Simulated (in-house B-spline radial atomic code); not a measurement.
**Ta⁺: ionisation energy by several methods**

Wanted: one ionisation energy, Ta⁺ to configuration [Xe] 4f14 5d3, up the ladder of functionals.

Program: in-house B-spline radial atomic code version 1. Level of theory: non-relativistic, several functionals, spin-polarised; spherical all-electron atom at the radial basis limit. These are calculated values, not measurements, unless marked.

## Step 1: The atom as given

| Quantity | Value |
| --- | --- |
| element | tantalum (Z = 73) |
| charge | +1 |
| electrons | 72 |
| configuration | [Xe] 4f14 5d3 6s1 |
| nucleus | point |

The outer shells:

[Xe] 4f14 5d3 6s1
```
[Xe] core
4f [↑↓][↑↓][↑↓][↑↓][↑↓][↑↓][↑↓]
5d [↑ ][↑ ][↑ ][  ][  ]
6s [↑ ]
```

Where spins are not typed, each open shell is filled with up spins first.

## Step 2: PBE

The run's settings:

```ini
Z = 73
electrons = 72.0
configuration = [Xe] 4f14 5d3 6s1
hamiltonian = nr
method = pbe,pbe
spin_polarised = True
```

## Step 3: RPBE

The run's settings:

```ini
Z = 73
electrons = 72.0
configuration = [Xe] 4f14 5d3 6s1
hamiltonian = nr
method = rpbe,pbe
spin_polarised = True
```

## Step 4: PW91

The run's settings:

```ini
Z = 73
electrons = 72.0
configuration = [Xe] 4f14 5d3 6s1
hamiltonian = nr
method = pw91,pw91
spin_polarised = True
```

## Step 5: TPSS

The run's settings:

```ini
Z = 73
electrons = 72.0
configuration = [Xe] 4f14 5d3 6s1
hamiltonian = nr
method = tpss,tpss
spin_polarised = True
```

## Step 6: BP86

The run's settings:

```ini
Z = 73
electrons = 72.0
configuration = [Xe] 4f14 5d3 6s1
hamiltonian = nr
method = b88,p86
spin_polarised = True
```

## Step 7: AM05

The run's settings:

```ini
Z = 73
electrons = 72.0
configuration = [Xe] 4f14 5d3 6s1
hamiltonian = nr
method = am05
spin_polarised = True
```

Q: The tabulated ionisation energy is 16.2 ± 0.5 eV (semi-empirical; NIST Atomic Spectra Database). What does each method give, and which comes nearest?

**Answer**, as computed:

| method | rung | total energy (hartree) | ΔSCF (eV) | −ε highest (eV) | ΔSCF less tabulated (eV) |
| --- | --- | --- | --- | --- | --- |
| PBE | GGA | -14803.2920 | 13.992 | 10.940 (6s up) | -2.208 |
| RPBE | GGA | -14803.6735 | 13.879 | 10.865 (6s up) | -2.321 |
| PW91 | GGA | -14804.7882 | 14.066 | 11.014 (6s up) | -2.134 |
| BP86 | GGA | -14805.0716 | 14.126 | 11.104 (6s up) | -2.074 |
| AM05 | GGA | -14795.8426 | 14.002 | 10.992 (6s up) | -2.198 |
| TPSS | meta-GGA | -14803.1038 | 13.753 | 10.839 (6s up) | -2.447 |

**Reading.** Tables give 16.2 ± 0.5 eV (semi-empirical; NIST Atomic Spectra Database) for the ionisation energy. BP86 misses by -2.074 eV, the least, and TPSS by -2.447 eV (15 %), the most. All methods miss on the same side by much the same amount, which points to something that they share. These runs lack relativity altogether, which can outweigh the gaps between the methods, so the nearest may be so by luck. PBE is off by -2.208 eV. These runs leave out relativity, which matters at this nuclear charge. Open shells are averaged (over orientations, and over spins where the run is restricted), while tables refer to the lowest levels. For the semilocal functionals minus the highest level recovers only 78 to 79 % of their own ΔSCF value, a mark of self-interaction.

Members of this set that are not shown: 12 used exact exchange with fractional occupations of an open shell, which is unsound here.
